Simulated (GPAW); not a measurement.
# Sr in GPAW: further runs

One slab, Sr, is run at these levels: SOGGA, MS2; tasks: single point.

Everything below comes from runs of GPAW 26.7.0. Logs are shortened: lines on timing, memory, paths and dates and some standing lists are left out, and cuts for length are marked. The log counts tension as positive stress, the text compression.

**1. The cell of the first run**

The cell holds a slab with vacuum, 3 atoms: a = 4.310 Å, b = 4.310 Å, c = 22.050 Å, α = 90.00°, β = 90.00°, γ = 120.00°.

**2. Single point, SOGGA (the (0 0 1) slab of Sr, cut from the database cell, not relaxed)**

The input, run.py:

```python
import numpy as np
from ase.dft.bandgap import bandgap
from ase.io import read, write
from gpaw import GPAW, PW, setup_paths

setup_paths.insert(0, '.')

atoms = read('Sr.xyz')
atoms.pbc = (True, True, False)

calc = GPAW(mode=PW(450),
            xc='GGA_X_SOGGA+GGA_C_PBE_SOL',
            kpts={'size': (7, 7, 1), 'gamma': True},
            occupations={'name': 'marzari-vanderbilt', 'width': 0.025},
            nbands=26,
            convergence={'density': 1e-05, 'energy': 1e-05},
            symmetry={'symmorphic': False},
            maxiter=60,
            poissonsolver={'dipolelayer': 'xy'},
            txt='gpaw.txt')
atoms.calc = calc
energy = atoms.get_potential_energy()
forces = atoms.get_forces()
calc.write('gs.gpw')
write('result.traj', atoms)
print(f'Energy: {energy:.6f} eV')
print('Forces (eV/A):')
print(forces.round(4))
print('Fermi level:', round(calc.get_fermi_level(), 4), 'eV')
print(f'Gap: {bandgap(calc)[0]:.4f} eV, direct: {bandgap(calc, direct=True)[0]:.4f} eV')

v = calc.get_electrostatic_potential().mean(axis=(0, 1))
z = np.arange(len(v)) * atoms.cell[2, 2] / len(v)
ef = calc.get_fermi_level()
np.savetxt('planar.dat', np.c_[z, v], fmt='%.4f')
below, above = np.interp([1.5, atoms.cell[2, 2] - 1.5], z, v) - ef
print(f'Work functions: bottom {below:.4f} eV, top {above:.4f} eV')
print('Dipole moment:', *calc.get_dipole_moment().round(5), 'e A')
```

The input, Sr.xyz:

```xyz
3
Lattice="4.3100002206 0.0000000000 0.0000000000 -2.1550001103 3.7325696815 0.0000000000 0.0000000000 0.0000000000 22.0500000000" Properties=species:S:1:pos:R:3 pbc="T T T"
Sr     0.0000000000      2.4883797874      7.5000000000
Sr     2.1550001103      1.2441898941     11.0250000000
Sr     0.0000000000      2.4883797874     14.5500000000
```

Potentials or basis: PAW data sets generated in the run's folder for this functional, pw.

Launch:

```
> gpaw-setup -f GGA_X_SOGGA+GGA_C_PBE_SOL Sr
> OMP_NUM_THREADS=1 python run.py
```

gpaw.txt:

```text
__  _  _
 | _ |_)|_||  |
 |__||  | ||/\| - 26.7.0

Input parameters:
  mode=PW(ecut=450.00000000000006),
  convergence={'density': 1e-05, 'energy': 1e-05},
  kpts=MonkhorstPack(size=(7, 7, 1), gamma=True),
  maxiter=60,
  nbands=26,
  occupations=Occupations(name='marzari-vanderbilt', width=0.025),
  poissonsolver=PoissonSolver(dipolelayer='xy'),
  symmetry=Symmetry(symmorphic=False),
  xc=XC(name='GGA_X_SOGGA+GGA_C_PBE_SOL')

Diagonalizing LCAO Hamiltonian
Converting LCAO to pw mode

        Sr

            Sr

        Sr

Atoms  # Å, Bohr magnetons
|   | symbol |        x |        y |         z |    initial magnetic moments |
|---|--------|----------|----------|-----------|-----------------------------|
| 0 |     Sr | 0.000000 | 2.488380 |  7.500000 | ( 0.0000,  0.0000,  0.0000) |
| 1 |     Sr | 2.155000 | 1.244190 | 11.025000 | ( 0.0000,  0.0000,  0.0000) |
| 2 |     Sr | 0.000000 | 2.488380 | 14.550000 | ( 0.0000,  0.0000,  0.0000) |

Unit cell  # Å
| periodic |         x |        y |         z |   lengths |     angles |
|----------|-----------|----------|-----------|-----------|------------|
|      yes |  4.310000 | 0.000000 |  0.000000 |  4.310000 |  90.000000 |
|      yes | -2.155000 | 3.732570 |  0.000000 |  4.310000 |  90.000000 |
|       no |  0.000000 | 0.000000 | 22.050000 | 22.050000 | 120.000000 |

Number of symmetries: 12
Symmetry operations  # r_c * U_cc + t_c -> r_c
|    | kind |            matrix            |
|----|------|------------------------------|
|  0 |  σ   |  1, 1, 0,  0,-1, 0,  0, 0, 1 |
|  1 |  C2  |  1, 1, 0,  0,-1, 0,  0, 0,-1 |
|  2 |  E   |  1, 0, 0,  0, 1, 0,  0, 0, 1 |
|  3 |  σ   |  1, 0, 0,  0, 1, 0,  0, 0,-1 |
|  4 |  C3  |  0, 1, 0, -1,-1, 0,  0, 0, 1 |
|  5 |  S3  |  0, 1, 0, -1,-1, 0,  0, 0,-1 |
|  6 |  σ   |  0,-1, 0, -1, 0, 0,  0, 0, 1 |
|  7 |  C2  |  0,-1, 0, -1, 0, 0,  0, 0,-1 |
|  8 |  σ   | -1, 0, 0,  1, 1, 0,  0, 0, 1 |
|  9 |  C2  | -1, 0, 0,  1, 1, 0,  0, 0,-1 |
| 10 |  C3  | -1,-1, 0,  1, 0, 0,  0, 0, 1 |
| 11 |  S3  | -1,-1, 0,  1, 0, 0,  0, 0,-1 |

BZ-sampling:
  Number of BZ points: 49
  Number of IBZ points: 8

  Monkhorst-Pack size: [7, 7, 1]
  Monkhorst-Pack shift: [0, 0, 0]

K-points  # in reciprocal-cell coordinates
|   |                                coordinates |     weight |
|---|--------------------------------------------|------------|
| 0 | (  0.00000000,   0.00000000,   0.00000000) | 0.02040816 |
| 1 | (  0.14285714,   0.00000000,   0.00000000) | 0.12244898 |
| 2 | (  0.28571429,  -0.14285714,   0.00000000) | 0.12244898 |
| 3 | (  0.28571429,   0.00000000,   0.00000000) | 0.12244898 |
| 4 | (  0.42857143,  -0.14285714,   0.00000000) | 0.24489796 |
| 5 | (  0.42857143,   0.00000000,   0.00000000) | 0.12244898 |
| 6 | (  0.42857143,   0.28571429,   0.00000000) | 0.12244898 |
| 7 | (  0.42857143,   0.42857143,   0.00000000) | 0.12244898 |

Plane wave coefficients: 7721
Cutoff: 450.00000000000006 eV

Spin-components: 1 (collinear spins)
Bands:           26
Projectors:      15
Spin-degeneracy: 2
Datatype:        complex128

Parallelization:
  kpt:    1
  domain: 1
  band:   1

Density:
  Valence electrons: 30.0
  Components: 1
  Grid points: [ 24  24 108]
  Charge: 0.0  # |e|

Potential:
  Grid points: [ 24  24 108]

species:
  Sr:
    name:    Strontium
    Z:       38.0
    valence: 10
    core:    28
    charge:  0.0  # [|e|]
    compensation charges:
      type: gauss
      rc: 0.40  # [Å]
      lmax: 2
    cutoffs:
      filter: 2.39  # [Å]
      core: 1.85  # [Å]
    projectors
    | kind |    occ | energy [eV] | rcut [Å] |
    |------|--------|-------------|----------|
    |   4s |  2.000 |     -40.859 |    1.291 |
    |   5s |  2.000 |      -3.541 |    1.291 |
    |   4p |  6.000 |     -22.813 |    1.291 |
    |    p |        |       4.399 |    1.291 |
    |    d |        |       0.000 |    1.254 |

    Using partial waves for Sr as LCAO basis

Reference energy: -259332.441323  # eV

eigensolver:
  PPCG
  Converge bands: occupied
  niter=2

density mixing:
  MSR1-Mixer
  Pratt-step length: 0.05
  Maximum mixing coefficient: 0.75
  Old densities: 10
  SVD Regularization: 0.005
  Good broyden scale: 1.0
  Trust region scale: 1.0
  Backstep threshold: 4.0
  History deletion threshold: 6.0
  Fourier metric: weight=20.0, sigma=0.015

occupation numbers:
  Marzari-Vanderbilt:
    width: 0.0250  # eV

<gpaw.new.pw.poisson.DipoleLayerPWPoissonSolver object>
xc functional:
  name: GGA_X_SOGGA+GGA_C_PBE_SOL with 2 nearest neighbor stencil

convergence criteria:
- Maximum integral of absolute [dens]ity change: 1e-05 electrons / valence electron
- Maximum [total energy] change in last 3 cyles: 1e-05 eV / valence electron
- Maximum integral of absolute [eigenst]ate change: 4e-08 eV^2 / valence electron
maximum number of iterations: 60

SCF iterations
|iter     | |      energy | eigst |  dens |
|---------|-|-------------|-------|-------|
|iter:   1| |   -4.706843 | +0.12 |       |
|iter:   2| |   -5.058526 | -0.96 | -1.38 |
|iter:   3| |-1270567.695090 | +6.27 | -1.37 |
|iter:   4| |  101.077026 | +2.14 | +1.59 |
|iter:   5| |    4.746648 | +1.93 | -0.09 |
|iter:   6| |   -4.932341 | +0.63 | -0.91 |
|iter:   7| |   -4.975454 | -0.94 | -1.35 |
|iter:   8| |   -4.908478 | -2.35 | -1.44 |
|iter:   9| |   -4.887266 | -3.20 | -1.80 |
|iter:  10| |   -4.889739 | -4.05 | -2.24 |
|iter:  11| |   -4.889829 | -4.59 | -2.49 |
|iter:  12| |   -4.889860c| -5.58 | -3.02 |
|iter:  13| |   -4.889854c| -6.60 | -3.31 |
|iter:  14| |   -4.889855c| -7.43c| -3.68 |
|iter:  15| |   -4.889855c| -8.18c| -4.14 |
|iter:  16| |   -4.889855c| -8.34c| -4.53 |
|iter:  17| |   -4.889855c| -9.07c| -5.05c|

Converged in 17 steps
Energy contributions relative to reference atoms: (reference = -259332.441323)

Energy contributions:
  Kinetic:          -6.602173
  Coulomb:          10.154920
  Zero:             -0.388702
  External:          0.000000
  Xc:               -8.052076
  Entropy:          -0.001823
  Spinorbit:         0.000000
  ----------------------------
  Free energy:      -4.889855
  Extrapolated:     -4.889855

dipole moment: (-2.711121, 1.565268, 0.000006)  # |e|*Ang

Fermi level: 0.346
Eigenvalues  # (at kpt = [0.000, 0.000, 0.000])
| band index |      eig [eV] | occ [0-2] |
|------------|---------------|-----------|
|          0 |       -36.685 |     2.000 |
|        ... |               |           |
|          8 |       -18.588 |     2.000 |
|          9 |       -18.349 |     2.000 |
|         10 |       -18.265 |     2.000 |
|         11 |       -18.265 |     2.000 |
|         12 |        -3.170 |     2.000 |
|         13 |        -2.492 |     2.000 |
[... 8 lines left out ...]
|         22 |         2.421 |     0.000 |
|         23 |         2.670 |     0.000 |
|        ... |               |           |
|         25 |         2.908 |     0.000 |

No gap
No difference between direct/indirect transitions
vacuum-level: 3.084  # V
Workfunctions: 2.738, 2.738 eV (top, bottom)

Forces  # eV/Ang
|       x |        y |        z |
|---------|----------|----------|
| 0.00000 | -0.00000 |  0.10762 |  # Sr   0
| 0.00000 | -0.00000 |  0.00000 |  # Sr   1
| 0.00000 |  0.00000 | -0.10762 |  # Sr   2

# Writing to gs.gpw (mode='')
```

It took 45 s on 1 thread of Arm Neoverse V2, shared host; peak memory 0.25 GiB.

What came out:

| Quantity | Value |
| --- | --- |
| Free energy | -4.8899 eV |
| Largest force | 0.108 eV/Å |
| Band gap on the k mesh | none (metal or under the smearing width) |
| Dipole across the slab | 0.00 e·Å |
| Work function of the upper face | 2.74 eV |
| Work function of the lower face | 2.74 eV |

Forces in eV/Å, atoms in the order of the input:
```
Sr   0.000  0.000  0.108
Sr   0.000  0.000  0.000
Sr   0.000  0.000 -0.108
```

Levels at points of the mesh, in eV from the Fermi level:
```csv
k point,band 12,band 13,band 14,band 15,band 16,band 17,band 18,band 19
"(0.00, 0.00, 0.00)",-18.61,-3.52,-2.84,-1.86,-0.04,0.37,0.94,1.69
```

Caveat: this smearing can pin the Fermi level at a band edge.

**3. Single point, MS2 (the (0 0 1) slab of Sr, cut from the database cell, not relaxed)**

run.py, as its differences from that of step 2:

```diff
@@ -3,17 +3,14 @@
 from ase.io import read, write
-from gpaw import GPAW, PW, setup_paths
+from gpaw import GPAW, PW
 
-setup_paths.insert(0, '.')
-
-atoms = read('Sr.xyz')
+atoms = read('POSCAR')
 atoms.pbc = (True, True, False)
 
-calc = GPAW(mode=PW(450),
-            xc='GGA_X_SOGGA+GGA_C_PBE_SOL',
-            kpts={'size': (7, 7, 1), 'gamma': True},
-            occupations={'name': 'marzari-vanderbilt', 'width': 0.025},
+calc = GPAW(mode=PW(290),
+            xc='MGGA_X_MS2+GGA_C_REGTPSS',
+            kpts={'size': (6, 6, 1), 'gamma': True},
+            occupations={'name': 'fermi-dirac', 'width': 0.05},
             nbands=26,
             convergence={'density': 1e-05, 'energy': 1e-05},
-            symmetry={'symmorphic': False},
-            maxiter=60,
+            maxiter=75,
             poissonsolver={'dipolelayer': 'xy'},
```

The input, POSCAR:

```
Sr
1.0
    4.3100002206      0.0000000000      0.0000000000
   -2.1550001103      3.7325696815      0.0000000000
    0.0000000000      0.0000000000     22.0500000000
Sr
3
Direct
    0.3333333333      0.6666666666      0.3401360544
    0.6666666667      0.3333333334      0.5000000000
    0.3333333333      0.6666666666      0.6598639456
```

Potentials or basis: GPAW PAW data sets (gpaw-data 1.2.1), pw.

Launch:

```
> OMP_NUM_THREADS=1 python run.py
```

It took 75 s on 1 thread of Arm Neoverse V2, shared host; peak memory 0.23 GiB.

These settings aren't checked as converged: the numbers below hold their error.

Results:

* Free energy: -2.2688 eV
* Largest force: 0.079 eV/Å
* Band gap on the k mesh: none (metal or under the smearing width)
* Dipole across the slab: 0.00 e·Å
* Work function of the upper face: 2.73 eV
* Work function of the lower face: 2.73 eV

Caveat: the PAW data sets were made with another functional, which shifts forces and pressure a little.
